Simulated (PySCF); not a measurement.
# C4H5BBrF: the cost of one run

Computed with PySCF 2.14.0, with density-fitted response routines of our own, on a single molecule in the gas phase. Atoms count from 0, in the outputs and in this text.

## Step 1: The starting structure

12 atoms, charge 0, multiplicity 1; geometry from: GFN2-xTB.

Bonds of the start (Å): C0–C1 1.52, C1–Br2 2.01, C1–C3 1.44, C3–C4 1.21, C4–B5 1.51, B5–F6 1.32, C0–H7 1.09, C0–H8 1.09, C0–H9 1.09, C1–H10 1.09, B5–H11 1.17.

## Step 2: Spin-spin couplings: B3LYP/pcSseg-1+pcJ-1

The job: settings as JSON, then the geometry in Å.

```
{"job": {"kind": "j", "xc": "B3LYP", "basis": "pcJ-1"}, "charge": 0, "multiplicity": 1}
C     -1.818638    -0.806633     0.351954
C     -1.048165     0.169470    -0.521855
Br    -1.874256     1.990333    -0.367384
C      0.337786     0.250661    -0.156347
C      1.493924     0.347273     0.182970
B      2.941989     0.449335     0.600295
F      3.691119    -0.632470     0.593637
H     -1.748442    -0.517399     1.398811
H     -1.398614    -1.805131     0.238610
H     -2.866992    -0.827940     0.061934
H     -1.146154    -0.076149    -1.582740
H      3.437640     1.457965     0.938808
```

Method: B3LYP/pcJ-1 Br:pcSseg-1 indirect spin-spin coupling, non-relativistic, gas phase.

Launch:

```
$ OMP_NUM_THREADS=1 python probes_run.py task.json out
```

One launch serves the whole session: the jobs run in the order shown.

Q: Estimate the wall time and peak memory of this job on 1 thread of Arm Neoverse N1, shared host.

About 2 min, with a peak of 1 GiB.
